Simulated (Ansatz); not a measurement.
LiMg3, space group Fm-3m: cell relaxations under several functionals, run with the Python package of Ansatz (0.2.0).

`limg3_lattice.py`
```python
# -*- coding: utf-8 -*-
import ansatz as az
import numpy as np

def edges_and_angles(cell):
    cell = np.asarray(cell)
    a, b, c = np.linalg.norm(cell, axis=1)
    cosines = cell[1] @ cell[2] / (b * c), cell[0] @ cell[2] / (a * c), cell[0] @ cell[1] / (a * b)
    return (a, b, c, *np.degrees(np.arccos(cosines)))

lattice = az.Lattice.of(
    [0.0, 3.483685, 3.483685],
    [3.483685, 0.0, 3.483685],
    [3.483685, 3.483685, 0.0],
)
sites = [
    ("Li", [0.5, 0.5, 0.5]),
    ("Mg", [0.0, 0.0, 0.0]),
    ("Mg", [0.25, 0.25, 0.25]),
    ("Mg", [0.75, 0.75, 0.75]),
]
limg3 = az.Crystal(lattice=lattice)
for symbol, position in sites:
    limg3 = limg3.atom(symbol, position)

calculation = limg3.calculation()
calculation = calculation.kpoints(6, 6, 6, center="gamma").occupations(az.OccupationsMethod.GAUSSIAN, width=0.05)
calculation = calculation.relax(cell=True, force_tolerance=0.005, max_steps=60)

levels = [("pbesol", "none"), ("blyp", "d3bj"), ("pbesol", "d3bj")]
print("level            a       b       c    alpha   beta  gamma  V/atom  steps")
for name, dispersion in levels:
    seen = []
    run = calculation.functional(name, dispersion=dispersion).session().plan()
    done = run.execute(on_event=lambda e: seen.append(e) if e["event"] == "relax_step" else None)
    cell = done.lattice.cell_ang
    label = name if dispersion == "none" else f"{name}+{dispersion}"
    print("{:13s} {:7.4f} {:7.4f} {:7.4f} {:6.2f} {:6.2f} {:6.2f}".format(label, *edges_and_angles(cell)), f"{abs(np.linalg.det(cell)) / len(done.lattice.sites):7.3f} {len(seen):5d}")
```

Rank the levels of theory by the volume of the relaxed cell.

From smallest to largest: BLYP+D3BJ (18.99 Å³ an atom, -10.1 % against the start), PBEsol+D3BJ (20.04 Å³ an atom, -5.2 % against the start) and PBEsol (21.29 Å³ an atom, +0.7 % against the start). The spread is 12.1 % in volume.

What the script printed:

Running `python limg3_lattice.py` prints:
```text
level            a       b       c    alpha   beta  gamma  V/atom  steps
DeckWarning: basis.ecutwfc = 420 eV, auto-derived from the records' recommended cutoffs: set by Li (normal level)
pbesol         4.9381  4.9381  4.9381  60.00  60.00  60.00  21.286     3
blyp+d3bj      4.7541  4.7541  4.7541  60.00  60.00  60.00  18.995     4
pbesol+d3bj    4.8395  4.8395  4.8395  60.00  60.00  60.00  20.036     3
```
(Warnings from the package without file and line.)

Notes:
- Forces vanish by symmetry, so the ions can't move, and the end may be a saddle.
- BLYP and dispersion corrections can be off by several per cent in the lattices of metals, and by several GPa in the pressure at a fixed cell.
- The mesh is modest for a metal, so energies can be off by several to tens of meV an atom and pressures by half a GPa or more; differences at equal mesh fare better.
- Edges and angles are those of the cell as typed, here a primitive one, not of the conventional cell.
- The structure comes from a database of computed cells and needn't be a stable or known phase.
- Run time: 25 s on 1 thread of Arm Neoverse N1, with other jobs on the host, peak memory 0.42 GiB.
